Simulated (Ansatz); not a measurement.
**AlCl2H2N: how energies converge with the basis set**

The task here is to estimate one member of a computed series from the others.

Computed with Ansatz 0.2.0, Gaussian basis. Level: one geometry, several basis sets.

Levels to be run: PBE0-D4/def2-SVP; ωB97M-V/def2-SVP; PBE0-D4/def2-QZVPP; ωB97M-V/def2-QZVPP; the functionals' def2-TZVPP values are taken from earlier runs.

### Structure used throughout

An earlier PBE0-D4 in a triple-zeta def2 set relaxation fixed the geometry.

SMILES `[NH2][Al]([Cl])[Cl]`, 6 atoms, charge 0, spin multiplicity 1.

Atoms are counted from 1 here; the program's logs count them from 0.

Bond lengths: N1–Al2 1.747 Å, N1–H5 1.006 Å, N1–H6 1.006 Å, Al2–Cl3 2.082 Å, Al2–Cl4 2.082 Å. Angles: Al2–N1–H5 124.4°, Al2–N1–H6 124.4°, H5–N1–H6 111.2°, N1–Al2–Cl3 120.1°, N1–Al2–Cl4 120.1°, Cl3–Al2–Cl4 119.9°.

Coordinates:

```csv
atom,x (Å),y (Å),z (Å)
N1,-0.1508,1.0053,-0.0890
Al2,0.1165,-0.7153,0.0487
Cl3,1.5664,-1.4443,1.3528
Cl4,-1.0143,-2.0406,-1.0912
H5,0.3569,1.7028,0.4294
H6,-0.8325,1.4279,-0.6970
```

The first run:

Contents of in.yaml:

```yaml
crystal:
  periodic: [false, false, false]
  atoms:
    - {symbol: N, position_ang: [-0.150798, 1.005350, -0.088975]}
    - {symbol: Al, position_ang: [0.116470, -0.715268, 0.048672]}
    - {symbol: Cl, position_ang: [1.566354, -1.444252, 1.352842]}
    - {symbol: Cl, position_ang: [-1.014326, -2.040600, -1.091172]}
    - {symbol: H, position_ang: [0.356869, 1.702827, 0.429397]}
    - {symbol: H, position_ang: [-0.832469, 1.427943, -0.696965]}
basis:
  gaussian: {orbitals: def2-SVP}
hamiltonian: {xc: pbe0, dispersion: d4}
output: {orbitals: {seedname: orbitals}}
```

Among the steps run: PBE0-D4 in def2-SVP; ωB97M-V in def2-SVP; PBE0-D4 in def2-QZVPP; ωB97M-V in def2-QZVPP.

One table of the session follows, with a row left open; its other results are not shown here.

It belongs to the step «Functionals by basis». 

| functional | basis | HOMO (eV) |
| --- | --- | --- |
| PBE0-D4 | def2-SVP | -7.83 |
| PBE0-D4 | def2-TZVPP | -8.03 |
| PBE0-D4 | def2-QZVPP | ? |
| ωB97M-V | def2-SVP | -10.18 |
| ωB97M-V | def2-TZVPP | -10.41 |
| ωB97M-V | def2-QZVPP | -10.47 |

Estimate the missing values for PBE0-D4, def2-QZVPP.

**Answer.** HOMO (eV): -8.08. In the column «HOMO (eV)» it lies between ωB97M-V, def2-SVP (-10.18) and PBE0-D4, def2-TZVPP (-8.03).
